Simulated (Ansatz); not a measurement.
# EuFe2As2: the cost of one run

All numbers are computed with Ansatz 0.2.0 through its Python package. Level of theory: DFT PBEsol, plane waves, PAW.

## (1) The structure

It takes space group Fmmm (No. 69, orthorhombic). Conventional cell: a = 5.498 Å, b = 5.555 Å, c = 12.059 Å, α = 90.00°, β = 90.00°, γ = 90.00°. Around Eu (site symmetry mmm) lie 8 As at 3.21 to 3.23 Å and 8 Fe at 3.59 Å. Fe (site symmetry 222) is surrounded by 4 As at 2.38 Å. Around As (site symmetry mm2) lie 4 Fe at 2.38 Å and 4 Eu at 3.21 to 3.23 Å.

No structure file is read: the coordinates are typed or built in the script.

## (2) Script

Contents of vcrelax.py:

```python
# -*- coding: utf-8 -*-
"""Variable-cell relaxation of EuFe2As2."""

import argparse
import warnings

import ansatz as az
from ase import Atoms
from ase.io import write
from ase.neighborlist import neighbor_list
import numpy as np

parser = argparse.ArgumentParser(description="Variable-cell relaxation of EuFe2As2.")
parser.add_argument("--functional", default="pbesol", help="exchange-correlation functional")
parser.add_argument("--k-length", type=int, required=True, help="k-point sampling")
parser.add_argument("--width-ev", type=float, default=0.1, help="smearing width (eV)")
args = parser.parse_args()

def edges_and_angles(cell):
    cell = np.asarray(cell)
    a, b, c = np.linalg.norm(cell, axis=1)
    cosines = cell[1] @ cell[2] / (b * c), cell[0] @ cell[2] / (a * c), cell[0] @ cell[1] / (a * b)
    return (a, b, c, *np.degrees(np.arccos(cosines)))

warnings.simplefilter("ignore", az.DeckWarning)

vectors = np.array([
    [0.0, 2.7773, 6.0295],
    [2.74915, 0.0, 6.0295],
    [2.74915, 2.7773, 0.0],
])
crystal = (
    az.Lattice.of(vectors)
    .atom("Eu", (0.0, 0.0, 0.0))
    .atom("Fe", (0.75, 0.75, 0.75))
    .atom("Fe", (0.25, 0.25, 0.25))
    .atom("As", (0.3632, 0.3632, 0.6368))
    .atom("As", (0.6368, 0.6368, 0.3632))
    .moments(Eu=7, Fe=3.5)
)

# part of the cell is held
calc = (
    crystal.calculation()
    .functional(args.functional)
    .kpoints(length=args.k_length)
    .occupations(az.OccupationsMethod.COLD, width=args.width_ev)
    .spin("collinear")
    .relax(max_steps=100, fix_cell=["a", "angles"], stress_tolerance=0.01)
)
steps = []


def collect(event):
    if event["event"] == "relax_step":
        steps.append(event["data"])


done = calc.session().plan().execute(on_event=collect)
data = done.report
print("step   energy (eV)     max comp. (eV/A)   P (GPa)  SCF")
for s in steps:
    print(f"{s['step']:4d} {s['lagrangian_ev']:15.5f} {s['allowed_force_max_ev_ang']:12.4f} {s['pressure_gpa']:10.3f} {s['n_scf']:5d}")

first, last = steps[0], steps[-1]
symbols = [site.symbol for site in done.lattice.sites]
print(f"energy gained {first['lagrangian_ev'] - last['lagrangian_ev']:.4f} eV in {len(steps) - 1} steps")
for label, vectors in (("before", first["cell_ang"]), ("after", done.lattice.cell_ang)):
    print(label, "a b c (A) {:.4f} {:.4f} {:.4f}  angles {:.2f} {:.2f} {:.2f}".format(*edges_and_angles(vectors)), f" V = {abs(np.linalg.det(vectors)):.3f} A^3")
print("final stress xx yy zz (GPa, compression positive):", np.round(np.diag(data["stress_gpa"]), 3) + 0.0)

print("atom   start x y z (A)              end x y z (A)")
for symbol, a, b in zip(symbols, first["positions_ang"], last["positions_ang"]):
    print(f"{symbol:3s}", " ".join(f"{v:8.4f}" for v in a), "  ", " ".join(f"{v:8.4f}" for v in b))

change = np.array(last["positions_ang"]) @ np.linalg.inv(last["cell_ang"]) - np.array(first["positions_ang"]) @ np.linalg.inv(first["cell_ang"])
moved = np.linalg.norm(change @ np.array(last["cell_ang"]), axis=1)
print("displacement within the cell, strain taken out (A):", " ".join(f"{s}:{d:.3f}" for s, d in zip(symbols, moved)))

final = Atoms(symbols, positions=last["positions_ang"], cell=done.lattice.cell_ang, pbc=True)
i, j, d = neighbor_list("ijd", final, 4.5)
print("neighbours within 1.1 times the shortest distance of each atom (A)")
for atom in range(len(final)):
    near = [m for m in np.argsort(d) if i[m] == atom]
    shell = [m for m in near if d[m] < 1.1 * d[near[0]]]
    print(f"{symbols[atom]}{atom} ({len(shell)}):", ", ".join(f"{symbols[j[m]]} {d[m]:.3f}" for m in shell))

relaxed = Atoms(symbols, positions=[site.position_ang for site in done.lattice.sites], cell=done.lattice.cell_ang, pbc=True)
write("relaxed.extxyz", relaxed, format="extxyz")

n_atoms = len(data["lattice"]["sites"])
print("F =", round(data["free_energy_ev"], 4), "eV for", n_atoms, "atoms")
print("E(sigma -> 0) =", round(data["energy_sigma0_ev"], 4), "eV, TS =", round(data["entropy_ts_ev"], 5), "eV")
print("closed by", data["closed_by"], "after", data["n_iterations"], "iterations")
```

## (3) The run

The run is started by

```
python vcrelax.py --k-length 25
```

Q: Estimate wall time and peak memory on 1 thread of Arm Neoverse V2, shared host.

About 23 min, with a peak of 2 GiB.
